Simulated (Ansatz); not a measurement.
# CH4F2GeO: one species, many methods

One table from this session's results is given with a row withheld; the runs are named, their logs left out.

Computed with Ansatz 0.2.0, Gaussian basis. Level: functionals in def2-TZVPP, the program's frozen cores in correlated methods.

The runs, in order: PBE-D4, r2SCAN-D4, PBE0-D4, B3LYP-D4, ωB97X-V, ωB97M-V, B2PLYP; CCSD(T)/def2-TZVPP; MP2/def2-QZVPP; extrapolation to the limit.

**The relaxed structure**

The geometry comes from an earlier relaxation with PBE0-D4 in a triple-zeta def2 set; it is a stationary point, not always the lowest conformer.

SMILES `O[C](F)(F)[GeH3]`, 9 atoms, charge 0, spin multiplicity 1.

Atoms are counted from 1 here; the program's logs count them from 0.

Bond lengths: O1–C2 1.364 Å, O1–H6 0.962 Å, C2–F3 1.346 Å, C2–F4 1.370 Å, C2–Ge5 2.010 Å, Ge5–H7 1.532 Å, Ge5–H8 1.531 Å, Ge5–H9 1.537 Å. Angles: C2–O1–H6 108.9°, O1–C2–F3 105.7°, O1–C2–F4 109.4°, O1–C2–Ge5 115.6°, F3–C2–F4 106.5°, F3–C2–Ge5 110.3°, F4–C2–Ge5 108.9°, C2–Ge5–H7 108.1°, C2–Ge5–H8 109.3°, C2–Ge5–H9 106.6°, H7–Ge5–H8 111.6°, H7–Ge5–H9 110.4°, H8–Ge5–H9 110.8°.

Set-up of the first run:

in.yaml reads:

```yaml
crystal:
  periodic: [false, false, false]
  atoms:
    - {symbol: O, position_ang: [1.451284, 1.040226, 0.017585]}
    - {symbol: C, position_ang: [0.654176, 0.107305, -0.578168]}
    - {symbol: F, position_ang: [1.471485, -0.906495, -0.918347]}
    - {symbol: F, position_ang: [0.154314, 0.614915, -1.748362]}
    - {symbol: Ge, position_ang: [-0.870578, -0.573271, 0.540610]}
    - {symbol: H, position_ang: [0.920687, 1.814759, 0.229574]}
    - {symbol: H, position_ang: [-0.281969, -1.317172, 1.743026]}
    - {symbol: H, position_ang: [-1.753731, -1.488245, -0.311483]}
    - {symbol: H, position_ang: [-1.657169, 0.661578, 1.008564]}
basis:
  gaussian: {orbitals: def2-TZVPP}
hamiltonian: {xc: pbe, dispersion: d4}
output: {forces: true, orbitals: {seedname: orbitals}}
```

Started as:

```
> ansatz run in.yaml --threads 4 --pin off --events-out ev --progress --plain --max-ram 10444MiB
```

Among the steps run: PBE-D4 (GGA); r2SCAN-D4 (meta-GGA); PBE0-D4 (hybrid); B3LYP-D4 (hybrid); ωB97X-V (range-separated); ωB97M-V (range-separated); B2PLYP (double hybrid); CCSD(T) in def2-TZVPP; MP2 in def2-QZVPP.

One of the session's tables, all rows but one given; the rest of the session is left out.

```
            method  atomisation energy (kJ/mol)
            PBE-D4                       3104.3
         r2SCAN-D4                       3039.2
           PBE0-D4                       3006.7
          B3LYP-D4                       2996.5
           ωB97X-V                       3040.2
           ωB97M-V                       3022.2
            B2PLYP                       2976.0
     HF/def2-TZVPP                       2039.0
    MP2/def2-TZVPP                       3025.1
   CCSD/def2-TZVPP                       2893.8
CCSD(T)/def2-TZVPP                       2951.6
           MP2/CBS                            ?
       CCSD(T)/CBS                       3031.0
```

Estimate the missing values for MP2/CBS.

As computed: atomisation energy (kJ/mol): 3104.6. In the column «atomisation energy (kJ/mol)» it is the highest.
